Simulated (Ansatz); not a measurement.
# One shape, several levels: AsH2 (SMILES [AsH2])

Aim: a comparison of 4 runs (UPBE/6-31G, UB3LYP/6-31G*, UCCSD(T)/def2-SVP) of AsH2. 

The results are computed with Ansatz 0.2.0.

9 further runs of the same task are left out: 1 for a known fault of the program, 1 that didn't finish, 7 set aside as unsound or not needed.

## (1) Starting point

The species is AsH2 (3 atoms), meant as a doublet with charge 0. As SMILES, `[AsH2]`. Geometry: relaxed at PBE0-D4/def2-TZVP.

Bond lengths: As1–H2 1.526 Å, As1–H3 1.526 Å. Angles: H2–As1–H3 90.7°.

## (2) Energy and forces at UPBE/6-31G (run 1)

Input file in.yaml:

```yaml
crystal:
  periodic: [false, false, false]
  atoms:
    - {symbol: As, position_ang: [-0.573310, 0.327430, -0.274790]}
    - {symbol: H, position_ang: [0.680410, 0.795730, 0.459110]}
    - {symbol: H, position_ang: [-0.107090, -1.123160, -0.184320]}
basis:
  gaussian:
    orbitals: 6-31G-spherical.json
output: {forces: true, orbitals: {seedname: orbitals}}
magnetization:
  spin_polarized: true
  initial_magnetization: 1
accuracy: high
hamiltonian:
  xc: pbe
```

The basis set 6-31G is read from a file made from the Basis Set Exchange's data (not shown).

Launch:

```console
$ ansatz run in.yaml --threads 1 --pin off --max-ram 3480MiB --events-out events.jsonl --progress --plain --runs-dir runs
```

Log:

```text
Warning: RAYON_NUM_THREADS=1 ignored (pool sized by the plan → 1); use --threads N
Functional definition: PBE
  name "PBE"
  parameter kappa = 0.804
  parameter beta = 0.06672455060314922
  exchange = pbe_x(kappa = kappa, mu = beta*pi^2/3)
  correlation = pbe_c(beta = beta)
520 factors; integrals over basis functions are off by at most 3.9e-9 eV
mean field evaluation 1: about -60853.0796 eV, gradient 5.2e0 eV
mean field evaluation 2: about -60853.2347 eV, gradient 2.1e0 eV
mean field evaluation 4: about -60853.2588 eV, gradient 3.3e-1 eV
mean field evaluation 8: about -60853.2526 eV, gradient 1.3e-2 eV
mean field evaluation 16: about -60853.2526 eV, gradient 2.2e-7 eV
mean field -60853.25262226 eV, -2236.3157860519 hartree, gradient 1.5e-8 eV, S^2 0.751704; 0 other end points of the search recorded, 0 dependent functions left out
the calculation of the forces begins
reference -60853.25262460 eV, -2236.3157861378 hartree; 18, 17 occupied and 13, 14 virtual orbitals, 520 factors
Total energy: -60853.25262460 eV, -2236.3157861378 hartree
Atom 0 at    -0.573310     0.327430    -0.274790 Å, force    -0.681519     0.389093    -0.326668 eV/Å
Atom 1 at     0.680410     0.795730     0.459110 Å, force     0.490975     0.171333     0.286052 eV/Å
Atom 2 at    -0.107090    -1.123160    -0.184320 Å, force     0.190544    -0.560426     0.040617 eV/Å
Dipole moment:     0.137997    -0.078809     0.066143 e Å
```

It took 2.2 s on 1 thread of Arm Neoverse V1, shared host.

## (3) Energy and forces at UB3LYP/6-31G(d) (spherical functions) (run 2)

Input file molecule.yaml:

```yaml
crystal:
  periodic: [false, false, false]
  atoms:
    - symbol: As
      position_ang: [-0.573310, 0.327430, -0.274790]
    - symbol: H
      position_ang: [0.680410, 0.795730, 0.459110]
    - symbol: H
      position_ang: [-0.107090, -1.123160, -0.184320]
basis:
  gaussian: {orbitals: 6-31G_st_-spherical.json}
magnetization: {spin_polarized: true, initial_magnetization: 1}
hamiltonian: {xc: {name: B3LYP}}
accuracy: high
output: {forces: true, orbitals: {seedname: orbitals}}
```

The basis set 6-31G* is read from a file made from the Basis Set Exchange's data (not shown).

Launch:

```console
$ ansatz run molecule.yaml --threads 1 --pin off --max-ram 3480MiB --events-out events.jsonl --progress --plain --runs-dir runs
```

Log, shortened:

```text
Warning: RAYON_NUM_THREADS=1 ignored (pool sized by the plan → 1); use --threads N
Functional definition: B3LYP
  name "B3LYP"
[...]
615 factors; integrals over basis functions are off by at most 3.9e-9 eV
[...]
mean field -60866.10945816 eV, -2236.7882660568 hartree, gradient 3.6e-8 eV, S^2 0.752745; 0 other end points of the search recorded, 0 dependent functions left out
[...]
reference -60866.10948447 eV, -2236.7882670235 hartree; 18, 17 occupied and 18, 19 virtual orbitals, 615 factors
Total energy: -60866.10948447 eV, -2236.7882670235 hartree
Atom 0 at    -0.573310     0.327430    -0.274790 Å, force    -0.265339     0.151402    -0.127193 eV/Å
Atom 1 at     0.680410     0.795730     0.459110 Å, force     0.188750     0.060797     0.109400 eV/Å
Atom 2 at    -0.107090    -1.123160    -0.184320 Å, force     0.076590    -0.212200     0.017793 eV/Å
Dipole moment:     0.087106    -0.049744     0.041750 e Å
```

It took 3.3 s on 1 thread of Arm Neoverse V1, shared host.

Run 3 isn't shown in full; the table further down has it.

## (4) Energy and forces at UCCSD(T)/def2-SVP (run 4)

Input file molecule.yaml:

```yaml
basis:
  gaussian: {orbitals: def2-SVP}
crystal:
  periodic: [false, false, false]
  atoms:
    - {symbol: As, position_ang: [-0.573310, 0.327430, -0.274790]}
    - {symbol: H, position_ang: [0.680410, 0.795730, 0.459110]}
    - {symbol: H, position_ang: [-0.107090, -1.123160, -0.184320]}
magnetization: {spin_polarized: true, initial_magnetization: 1}
correlation: {method: ccsd_t, frozen_orbitals: {As: 9, H: 0}}
accuracy: high
scf: {omitted_lower_state_checks: [cluster_reference, increment]}
output: {forces: true, orbitals: {seedname: orbitals}}
```

Launch:

```console
$ ansatz run molecule.yaml --threads 1 --pin off --max-ram 3480MiB --events-out events.jsonl --progress --plain --runs-dir runs
```

Log, shortened:

```text
Warning: RAYON_NUM_THREADS=1 ignored (pool sized by the plan → 1); use --threads N
Functional definition: HF
  name "HF"
[...]
737 factors; integrals over basis functions are off by at most 4.5e-9 eV
[...]
mean field -60819.14860856 eV, -2235.0624866650 hartree, gradient 2.4e-8 eV, S^2 0.762837; 0 other end points of the search recorded, 0 dependent functions left out
9 core orbitals not correlated: weight in the atoms' cores, before any rotation towards them, 1.000 or more for the frozen orbitals, at most 0.000 for the correlated occupied ones
reference -60819.14860856 eV, -2235.0624866650 hartree; 9, 8 occupied and 24, 25 virtual orbitals, 737 factors
second order -6.06917963 eV of doubles, -0.00000000 eV of singles
cycle   1  -6.19962027 eV  change   -1.3e-1 eV  update   5.9e-2
[...]
cycle  20  -6.45908117 eV  change  -1.9e-10 eV  update  6.5e-10
perturbative correction -0.15139662 eV, -0.0055637230 hartree
[...]
Total energy: -60825.75908635 eV, -2235.3054172429 hartree
Atom 0 at    -0.573310     0.327430    -0.274790 Å, force     0.093382    -0.053464     0.044743 eV/Å
Atom 1 at     0.680410     0.795730     0.459110 Å, force    -0.054898     0.006590    -0.029093 eV/Å
Atom 2 at    -0.107090    -1.123160    -0.184320 Å, force    -0.038484     0.046874    -0.015650 eV/Å
Dipole moment:     0.070345    -0.040172     0.033717 e Å
Checks for a lower state left out: cluster_reference, increment
```

Run time: 7.2 s. Hardware: 1 thread of Arm Neoverse V1, shared host.

## (5) The series

```csv
run,level,Cartesian functions,frozen core orbitals,energy (Eh),dipole moment (D),HOMO energy (eV),LUMO energy (eV),wall time
1,UPBE/6-31G,no,–,-2236.315786,0.83,-5.66,-4.09,2.2 s
2,UB3LYP/6-31G* (spherical functions),no,–,-2236.788267,0.52,-6.45,-3.41,3.3 s
3,UB3LYP/6-31G* (Cartesian functions),yes,–,-2236.794586,0.53,-6.45,-3.40,3.3 s
4,UCCSD(T)/def2-SVP,no,9,-2235.305417,0.42,-9.70,1.06,7.2 s
```

## (6) Summary of results

```
                                                         quantity           value
                                              run 4: total energy  -2235.30542 Eh
                        run 4: dipole moment (correlated density)          0.42 D
run 4: HOMO energy (Hartree–Fock orbitals) (highest over α and β)        -9.70 eV
 run 4: LUMO energy (Hartree–Fock orbitals) (lowest over α and β)         1.06 eV
               run 4: correlation energy (9 core orbitals frozen)      -242.9 mEh
                                            run 4: (T) correction       -5.56 mEh
                         run 4: ⟨S²⟩ of the reference determinant           0.763
                                             run 4: T1 diagnostic           0.009
                                  run 4: largest force on an atom      0.117 eV/Å
```

**Reading.** The dipole moment (its size) runs from 0.42 D (UCCSD(T)/def2-SVP) to 0.83 D (UPBE/6-31G). The two ends differ in method and basis. Totals of different functionals can't be ranked against each other. All runs together took 16 s, the longest 7.2 s.
